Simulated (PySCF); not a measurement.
# CH₈InN: NMR shieldings

What do calculations give for the NMR shieldings of CH₈InN (`[H][In]([H])([H])<-[NH2]C`)?

Programs: PySCF 2.14.0, with routines of our own; each step states its level. All values are computed. Atoms count from 0.

## 1. The system as given

11 atoms, charge 0, multiplicity 1; geometry from: GFN2-xTB.

## 2. Relaxing the molecule at PBE0-D3(BJ)/def2-SVP

The job: settings as JSON, then the geometry in Å.

```
{"job": {"xc": "PBE0", "basis": "def2-SVP", "d3": "d3bj", "grid": 1, "maxiter": 30, "shake": 0.03, "kind": "geom"}, "charge": 0, "multiplicity": 1}
In    -0.167620    -0.449370    -1.707830
N     -0.287290    -0.476340     0.610320
C      0.362650     0.695700     1.141570
H      0.271070    -1.311880     0.939370
H     -1.242170    -0.500990     0.916990
H      0.415890     0.725770     2.254940
H      1.479370     0.698270     0.801360
H     -0.018320     1.622690     0.784520
H      1.443770    -0.356230    -1.852860
H     -1.063850     1.085120    -1.857740
H     -1.095440    -1.818240    -1.999760
```

The run is started by

```console
$ OMP_NUM_THREADS=1 python heavy_run.py task.json out
```

This one command runs all jobs of the session in turn.

The log of the run:

```text
step   0  E = -287.57225974  max force = 0.064298
step   1  E = -287.58494951  max force = 0.005272
step   2  E = -287.58564764  max force = 0.002251
step   3  E = -287.58586902  max force = 0.001898
step   4  E = -287.58592437  max force = 0.000932
step   5  E = -287.58594738  max force = 0.000290
step   6  E = -287.58595151  max force = 0.000277
optimisation converged
```

It took 23 s on 1 thread of Intel Xeon Platinum 8488C, shared host; peak memory 0.38 GiB.

The steps of the relaxation:

| step | energy from step 0 (eV) | largest force component (eV/Å) |
| --- | --- | --- |
| 0 | 0.0000 | 3.3063 |
| 1 | -0.3453 | 0.2711 |
| 2 | -0.3643 | 0.1158 |
| 3 | -0.3703 | 0.0976 |
| 4 | -0.3718 | 0.0479 |
| 5 | -0.3725 | 0.0149 |
| 6 | -0.3726 | 0.0142 |

Close pairs (by a distance rule), those that changed most:

| bond | before (Å) | after (Å) | change (Å) |
| --- | --- | --- | --- |
| In0–H8 | 1.621 | 1.746 | +0.125 |
| C2–H6 | 1.167 | 1.099 | -0.069 |
| In0–H10 | 1.679 | 1.744 | +0.065 |
| In0–N1 | 2.321 | 2.386 | +0.065 |
| In0–H9 | 1.783 | 1.745 | -0.038 |
| N1–H3 | 1.057 | 1.020 | -0.038 |
| C2–H7 | 1.064 | 1.099 | +0.035 |
| N1–C2 | 1.442 | 1.461 | +0.019 |

The final coordinates are the input of the step that follows.

| at the end point | value |
| --- | --- |
| rotational constants (GHz, main isotopes) | 19.593, 2.448, 2.325 |
| dipole moment (D) | 4.92 |

## 3. NMR shieldings: PBE0/pcSseg-1 In:us-x2c-TZVPall-2c, spin–orbit

The job: settings as JSON, then the geometry in Å.

```
{"job": {"kind": "hnmr", "xc": "PBE0", "basis": {"default": "pcSseg-1", "In": "us-x2c-TZVPall-2c"}, "rel": "so"}, "charge": 0, "multiplicity": 1}
In    -0.229331    -0.415860    -1.773231
N     -0.228829    -0.443685     0.612649
C      0.418651     0.719903     1.213036
H      0.226835    -1.307059     0.907743
H     -1.199854    -0.517776     0.915710
H      0.403902     0.706144     2.315631
H      1.463101     0.767337     0.874768
H     -0.082105     1.633613     0.863824
H      1.506968    -0.444669    -1.952327
H     -1.057415     1.111388    -1.938125
H     -1.123864    -1.894835    -2.008797
```

With the program's defaults for keys left out, this is: PBE0/pcSseg-1 In:us-x2c-TZVPall-2c GIAO NMR shielding, X2C with spin-orbit coupling, screened-nuclear two-electron part, Gaussian nuclei, gas phase.

The log of the run:

```text
spin-free SCF
coarse grid: 38168 points
cycle   1  E = -5978.1614763207  dE = -3.472e-01  |g| = 3.258e-01  |ddm| = 2.317e+02
cycle   2  E = -5978.1682727119  dE = -6.796e-03  |g| = 2.819e-01  |ddm| = 4.499e-01
cycle   3  E = -5978.1793575815  dE = -1.108e-02  |g| = 6.754e-02  |ddm| = 2.153e-01
cycle   4  E = -5978.1800826900  dE = -7.251e-04  |g| = 2.139e-02  |ddm| = 5.938e-02
cycle   5  E = -5978.1801681817  dE = -8.549e-05  |g| = 5.164e-03  |ddm| = 1.639e-02
cycle   6  E = -5978.1801726424  dE = -4.461e-06  |g| = 4.864e-04  |ddm| = 3.569e-03
final grid: 79224 points
cycle   7  E = -5978.1788147463  dE = -5.393e-07  |g| = 1.246e-03  |ddm| = 1.193e-03
cycle   8  E = -5978.1788147405  dE =  5.767e-09  |g| = 5.356e-04  |ddm| = 6.990e-04
cycle   9  E = -5978.1788147572  dE = -1.668e-08  |g| = 3.860e-04  |ddm| = 5.957e-04
cycle  10  E = -5978.1788147756  dE = -1.845e-08  |g| = 4.765e-05  |ddm| = 2.450e-04
cycle  11  E = -5978.1788147760  dE = -4.011e-10  |g| = 8.491e-06  |ddm| = 3.600e-05
converged SCF energy = -5978.1788147760
two-component SCF
cycle   1  E = -5977.6076367931  dE = -5.978e+03  |FDS-SDF| = 4.098e+01
cycle   2  E = -5978.9022780404  dE = -1.295e+00  |FDS-SDF| = 3.001e-01
cycle   3  E = -5978.9026602391  dE = -3.822e-04  |FDS-SDF| = 7.803e-03
cycle   4  E = -5978.9026640068  dE = -3.768e-06  |FDS-SDF| = 3.661e-03
cycle   5  E = -5978.9026646124  dE = -6.056e-07  |FDS-SDF| = 1.141e-03
cycle   6  E = -5978.9026647520  dE = -1.396e-07  |FDS-SDF| = 2.239e-04
cycle   7  E = -5978.9026647647  dE = -1.262e-08  |FDS-SDF| = 4.115e-05
converged, E = -5978.9026647647

Field gradients (au) and densities at the nuclei (bohr^-3)
atom        Vxx        Vyy        Vzz        centre      nuclear mean
  0 In    -2.4225    -2.4577     4.8802     159541.754     158538.290
  1 N      0.3339     0.4779    -0.8118        185.642        185.642
  2 C     -0.1307    -0.1662     0.2969        114.391        114.391
  3 H     -0.1647    -0.2100     0.3747          0.371          0.371
  4 H     -0.1647    -0.2098     0.3746          0.371          0.371
  5 H     -0.1314    -0.1504     0.2818          0.384          0.384
  6 H     -0.1325    -0.1521     0.2846          0.381          0.381
  7 H     -0.1324    -0.1520     0.2844          0.380          0.380
  8 H     -0.0432    -0.0506     0.0937          0.323          0.323
  9 H     -0.0433    -0.0507     0.0939          0.323          0.323
 10 H     -0.0434    -0.0507     0.0941          0.322          0.322
without picture change
  0 In                           5.3593                    321436.809

Core orbital energies (eV)
atom   shell        mean    spread
  0 In 1s       -27794.995   0.000
  0 In 2s        -4183.742   0.000
  0 In 3s         -803.098   0.000
  0 In 4s         -124.961   0.000
  0 In 2p1/2     -3898.414   0.000
  0 In 2p3/2     -3687.956   0.029
  0 In 3p1/2      -687.749   0.000
  0 In 3p3/2      -649.312   0.090
  0 In 4p1/2       -86.794   0.000
  0 In 4p3/2       -80.050   0.128
  0 In 3d3/2      -445.756   0.090
  0 In 3d5/2      -438.033   0.117
  0 In 4d3/2       -20.725   0.120
  0 In 4d5/2       -19.845   0.148

Shielding tensors (ppm)
atom      isotropic    diamagn.    paramagn.     s11        s22        s33       span
  0 In     3725.21     4620.41     -895.21    3700.81    3710.11    3764.70      63.89
  1 N       242.01      316.01      -74.00     217.27     244.12     264.63      47.36
  2 C       153.34      245.16      -91.82     131.42     141.98     186.62      55.20
  3 H        30.15       31.31       -1.16      23.33      27.22      39.90      16.57
  4 H        30.15       31.34       -1.18      23.27      27.26      39.92      16.64
  5 H        28.63       27.74        0.88      23.09      25.95      36.83      13.74
  6 H        28.67       29.24       -0.57      23.89      27.65      34.46      10.57
  7 H        28.66       29.26       -0.60      23.79      27.77      34.40      10.61
  8 H        24.38       28.11       -3.73      12.21      21.65      39.28      27.07
  9 H        24.39       28.13       -3.74      12.21      21.69      39.26      27.05
 10 H        24.24       27.80       -3.56      11.87      21.16      39.69      27.82
```

Wall time 53 s (1 thread of Intel Xeon Platinum 8488C, shared host); peak memory 1.1 GiB.

In short:

| quantity | value |
| --- | --- |
| energy from spin-orbit coupling | -0.7238 Eh |

## 4. NMR shieldings: PBE0/pcSseg-1 In:us-x2c-TZVPall-2c, spin-free

Settings changed since step 3:

```diff
@@ -1,2 +1,2 @@
-{"job": {"kind": "hnmr", "xc": "PBE0", "basis": {"default": "pcSseg-1", "In": "us-x2c-TZVPall-2c"}, "rel": "so"}, "charge": 0, "multiplicity": 1}
+{"job": {"kind": "hnmr", "xc": "PBE0", "basis": {"default": "pcSseg-1", "In": "us-x2c-TZVPall-2c"}, "rel": "sf"}, "charge": 0, "multiplicity": 1}
 In    -0.229331    -0.415860    -1.773231
```

With the program's defaults for keys left out, this is: PBE0/pcSseg-1 In:us-x2c-TZVPall-2c GIAO NMR shielding, spin-free X2C, Gaussian nuclei, gas phase.

The log of the run:

```text
spin-free SCF
coarse grid: 38168 points
cycle   1  E = -5978.1614763207  dE = -3.472e-01  |g| = 3.258e-01  |ddm| = 2.317e+02
cycle   2  E = -5978.1682727119  dE = -6.796e-03  |g| = 2.819e-01  |ddm| = 4.499e-01
cycle   3  E = -5978.1793575815  dE = -1.108e-02  |g| = 6.754e-02  |ddm| = 2.153e-01
cycle   4  E = -5978.1800826900  dE = -7.251e-04  |g| = 2.139e-02  |ddm| = 5.938e-02
cycle   5  E = -5978.1801681817  dE = -8.549e-05  |g| = 5.164e-03  |ddm| = 1.639e-02
cycle   6  E = -5978.1801726424  dE = -4.461e-06  |g| = 4.864e-04  |ddm| = 3.569e-03
final grid: 79224 points
cycle   7  E = -5978.1788147463  dE = -5.393e-07  |g| = 1.246e-03  |ddm| = 1.193e-03
cycle   8  E = -5978.1788147405  dE =  5.767e-09  |g| = 5.356e-04  |ddm| = 6.990e-04
cycle   9  E = -5978.1788147572  dE = -1.668e-08  |g| = 3.860e-04  |ddm| = 5.957e-04
cycle  10  E = -5978.1788147756  dE = -1.845e-08  |g| = 4.765e-05  |ddm| = 2.450e-04
cycle  11  E = -5978.1788147760  dE = -4.011e-10  |g| = 8.491e-06  |ddm| = 3.600e-05
converged SCF energy = -5978.1788147760
check of the scalar solution
cycle   1  E = -5978.1788147760  dE = -5.978e+03  |FDS-SDF| = 3.999e+00
cycle   2  E = -5978.1796746405  dE = -8.599e-04  |FDS-SDF| = 2.383e-03
cycle   3  E = -5978.1796746411  dE = -6.003e-10  |FDS-SDF| = 8.662e-05
converged, E = -5978.1796746411

Field gradients (au) and densities at the nuclei (bohr^-3)
atom        Vxx        Vyy        Vzz        centre      nuclear mean
  0 In    -2.4174    -2.4525     4.8699     159457.205     158453.741
  1 N      0.3339     0.4779    -0.8118        185.642        185.642
  2 C     -0.1308    -0.1662     0.2970        114.391        114.391
  3 H     -0.1647    -0.2100     0.3747          0.371          0.371
  4 H     -0.1647    -0.2098     0.3746          0.371          0.371
  5 H     -0.1314    -0.1504     0.2818          0.384          0.384
  6 H     -0.1325    -0.1521     0.2846          0.381          0.381
  7 H     -0.1324    -0.1520     0.2844          0.380          0.380
  8 H     -0.0432    -0.0506     0.0938          0.323          0.323
  9 H     -0.0433    -0.0507     0.0940          0.323          0.323
 10 H     -0.0434    -0.0507     0.0942          0.322          0.322
without picture change
  0 In                           5.3605                    321447.188

Core orbital energies (eV)
atom   shell        mean    spread
  0 In 1s       -27796.354   0.000
  0 In 2s        -4184.007   0.000
  0 In 3s         -803.158   0.000
  0 In 4s         -124.970   0.000
  0 In 2p        -3755.709   0.042
  0 In 3p         -661.709   0.135
  0 In 4p          -82.219   0.192
  0 In 3d         -441.143   0.130
  0 In 4d          -20.197   0.291

Shielding tensors (ppm)
atom      isotropic    diamagn.    paramagn.     s11        s22        s33       span
  0 In     2932.50     4997.25    -2064.74    2869.65    2879.86    3047.99     178.33
  1 N       235.43      315.79      -80.36     216.13     235.12     255.04      38.91
  2 C       153.03      244.81      -91.77     131.25     141.78     186.07      54.83
  3 H        30.16       31.31       -1.16      23.35      27.22      39.89      16.54
  4 H        30.15       31.33       -1.18      23.29      27.26      39.90      16.61
  5 H        28.73       27.75        0.97      23.24      26.11      36.82      13.58
  6 H        28.67       29.24       -0.57      23.92      27.65      34.44      10.52
  7 H        28.66       29.25       -0.59      23.82      27.77      34.38      10.55
  8 H        26.37       28.16       -1.78      17.96      21.28      39.88      21.91
  9 H        26.38       28.17       -1.79      17.97      21.32      39.85      21.88
 10 H        26.31       27.85       -1.55      17.79      20.83      40.29      22.50
```

Run time: 21 s. Hardware: 1 thread of Intel Xeon Platinum 8488C, shared host; peak memory 1 GiB.

## 5. Shieldings side by side

| run | In0 | N1 | H10 | H9 | H8 | C2 | H5 | time |
| --- | --- | --- | --- | --- | --- | --- | --- | --- |
| step 3, PBE0/pcSseg-1 In:us-x2c-TZVPall-2c, spin–orbit | 3725.2 | 242.0 | 24.2 | 24.4 | 24.4 | 153.3 | 28.6 | 53 s |
| step 4, PBE0/pcSseg-1 In:us-x2c-TZVPall-2c, spin-free | 2932.5 | 235.4 | 26.3 | 26.4 | 26.4 | 153.0 | 28.7 | 21 s |

## 6. Outcome

```
                                                                                quantity                               value
                                                    rotational constants (main isotopes)               19.59, 2.45, 2.33 GHz
energy from spin-orbit coupling (step 3, PBE0/pcSseg-1 In:us-x2c-TZVPall-2c, spin–orbit)                          -0.7238 Eh
                     shieldings (step 3, PBE0/pcSseg-1 In:us-x2c-TZVPall-2c, spin–orbit)  In0 3725.2, N1 242.0, C2 153.3 ppm
                      shieldings (step 4, PBE0/pcSseg-1 In:us-x2c-TZVPall-2c, spin-free)  In0 2932.5, N1 235.4, C2 153.0 ppm
```

The start was shaken at random, so part of the energy gained undoes that. The optimisation took 6 steps and gained 0.373 eV; among the close pairs (by a distance rule), In0–H8 changed most, from 1.621 to 1.746 Å. A contracted two-component basis is stiff near heavy nuclei, so the absolute shieldings of the heavy atoms from it are rough. In step 3, In0 has the widest tensor, 64 ppm. In0 moves most between the runs, by 793 ppm; the labels say what changes from run to run.
